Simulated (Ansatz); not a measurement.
## Br2GaH2N, SMILES [NH2][Ga]([Br])[Br]: energies of removing a hydrogen, step by step

With Ansatz 0.2.0 through its Python package.

The cells in order, each with its output:

In [1]:
```python
import ansatz
```

In [2]:
```python
def energy_of(molecule, charge=0, unpaired=0):
    calc = molecule.calculation().basis(gaussian="def2-TZVP").functional("HF")
    if charge:
        calc = calc.charge(charge)
    if unpaired:
        calc = calc.spin("collinear", total=unpaired)
    report = calc.run(threads=1, pin="off").report
    if report["published_state_doubts"]:
        print("  doubts:", report["published_state_doubts"])
    return report["free_energy_ev"]

def without(molecule, index):
    rest = ansatz.Crystal.molecule()
    for i, site in enumerate(molecule.cartesian_sites):
        if i != index:
            rest = rest.atom(site.symbol, site.position_ang)
    return rest
```

In [3]:
```python
geometry_ang = [
    ("N", [-0.3483, 0.7282, -0.3714]),
    ("Ga", [0.4359, -0.9066, -0.162]),
    ("Br", [-0.4603, -1.6984, -1.6125]),
    ("Br", [1.1202, -0.7834, 2.2048]),
    ("H", [0.404, 1.4387, -0.3894]),
    ("H", [-1.1094, 1.1574, 0.2843]),
]
geometry = ansatz.Crystal.molecule()
for symbol, xyz in geometry_ang:
    geometry = geometry.atom(symbol, xyz)
```

In [4]:
```python
whole = energy_of(geometry, 0)
hydrogen = energy_of(ansatz.Crystal.molecule().atom("H", (0, 0, 0)), 0, 1)
print(f"E(molecule) = {whole:.5f} eV, E(H) = {hydrogen:.5f} eV")
for index in [5]:
    radical = energy_of(without(geometry, index), 0, 1)
    print(f"H{index}: homolysis {96.485332 * (radical + hydrogen - whole):.1f} kJ/mol")
```
```text
E(molecule) = -193846.16433 eV, E(H) = -13.60052 eV
H5: homolysis 297.9 kJ/mol
```

Total energies depend on the basis set; only differences at equal settings carry meaning. The geometry is a force-field or estimated start, not a minimum of this method, and the basis set is short of its limit. All parts are taken at fixed geometry, without zero-point energy. Hartree-Fock leaves correlation out, so bond, atomisation and ionisation energies come out well too low. The spin-orbit lowering of heavy atoms is left out. It ran for 54 s on 1 thread of Arm Neoverse V2, with other jobs on the host, peak memory 0.73 GiB.
